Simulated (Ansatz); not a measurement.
# Fe: stress in a strained cell

Aim: deform Fe (zz strain of -3 %) and compute stress, forces and field gradients with LAPW, PAW and all-electron datasets made for the crystal.

Method: DFT PBEsol, scalar-relativistic, in Ansatz 0.2.0.

### Step 1. The system as given

The structure is hexagonal, space group P6_3/mmc (No. 194). The conventional cell has a = 2.434 Å, b = 2.434 Å, c = 3.842 Å, α = 90.00°, β = 90.00°, γ = 120.00°. Fe (site symmetry -6m2) is surrounded by 12 Fe at 2.38 to 2.43 Å.

Coordinates:

```cif
data_structure
_symmetry_space_group_name_H-M 'P6_3/mmc'
_symmetry_Int_Tables_number 194
_cell_length_a 2.4342
_cell_length_b 2.4342
_cell_length_c 3.8419
_cell_angle_alpha 90.000
_cell_angle_beta 90.000
_cell_angle_gamma 120.000
_cell_volume 19.71
loop_
_atom_site_label
_atom_site_type_symbol
_atom_site_symmetry_multiplicity
_atom_site_Wyckoff_symbol
_atom_site_fract_x
_atom_site_fract_y
_atom_site_fract_z
_atom_site_occupancy
Fe1 Fe 2 c 0.33333 0.66667 0.25000 1
```

The file gives the conventional cell by its symmetry; the runs use the cell typed in the input.

Atoms are numbered in the order of the input: Fe1, Fe2.

### Step 2. After the deformation

Space group P6_3/mmc before, P6_3/mmc after.

### Step 3. LAPW, all electrons

input.yaml reads:

```yaml
crystal:
  lattice:
    - [2.4341575853, 0.0, 0.0]
    - [-1.2170787927, 2.1080423057, 0.0]
    - [0.0, 0.0, 3.7266764359]
  atoms:
    - { symbol: Fe, position: [0.3333333333, 0.6666666667, 0.25] }
    - { symbol: Fe, position: [0.6666666667, 0.3333333333, 0.75] }
kpoints:
  mp_grid: { grid: [17, 17, 10] }
  band_path:
    path:
      - [0.0, 0.0, 0.0]
      - [0.5, 0.0, 0.0]
      - [0.3333333333, 0.3333333333, 0.0]
      - [0.0, 0.0, 0.0]
      - [0.0, 0.0, 0.5]
      - [0.5, 0.0, 0.5]
      - [0.3333333333, 0.3333333333, 0.5]
      - [0.0, 0.0, 0.5]
      - [0.5, 0.0, 0.5]
    npoints: 5
scf:
  occupations: { method: fermi_dirac, width: 0.08 }
hamiltonian:
  xc: pbesol
  pseudopotentials: { kind: all_electron, lapw: { basis_error: 0.00025 } }
output:
  forces: true
  stress: true
  eigenvalues: true
```

Run with:

```sh
ansatz run input.yaml --threads 1 --pin off --max-ram 3072MiB --backend cpu --events-out ev --progress --plain --runs-dir out
```

### Step 4. Frozen-core PAW

input.yaml reads:

```yaml
crystal:
  lattice:
    - [2.4341575853, 0.0, 0.0]
    - [-1.2170787927, 2.1080423057, 0.0]
    - [0.0, 0.0, 3.7266764359]
  atoms:
    - { symbol: Fe, position: [0.3333333333, 0.6666666667, 0.25] }
    - { symbol: Fe, position: [0.6666666667, 0.3333333333, 0.75] }
kpoints:
  mp_grid: { grid: [17, 17, 10] }
scf:
  occupations: { method: fermi_dirac, width: 0.08 }
hamiltonian:
  xc: pbesol
  pseudopotentials: { kind: paw }
output:
  forces: true
  stress: true
  eigenvalues: true
  efg: { contact_densities: true }
  write_density: true
  write_potential: true
  elf: true
  volumetric_format: npy
```

### Step 5. All-electron PAW on datasets made for the crystal

input.yaml: that of step 4 with these lines changed.

```diff
@@ -14,3 +14,3 @@
   xc: pbesol
-  pseudopotentials: { kind: paw }
+  pseudopotentials: { kind: all_electron, datasets: crystal }
 output:
@@ -20,5 +20 @@
   efg: { contact_densities: true }
-  write_density: true
-  write_potential: true
-  elf: true
-  volumetric_format: npy
```

(Steps that only read results are left out.)

What does the calculation give? Wanted: pressure; largest shear or deviatoric stress.

As calculated:

| quantity | value |
| --- | --- |
| pressure | LAPW 9.75, PAW 9.87, crystal datasets 9.75 GPa |
| largest shear or deviatoric stress (LAPW) | 11.66 GPa |

What this shows: The largest part of the stress beyond the pressure is 11.66 GPa in size, in the zz component; the atoms are carried along and not relaxed. No run of the undeformed cell stands beside it, so the pressure holds what the given cell had before the change. PAW: stress within 0.19 GPa of LAPW. Crystal datasets: stress within 0.01 GPa of LAPW. Spin polarisation is left out here, though a magnetic state may lie well lower.

Real Fe is ferromagnetic; without spin these runs don't describe its ground state.
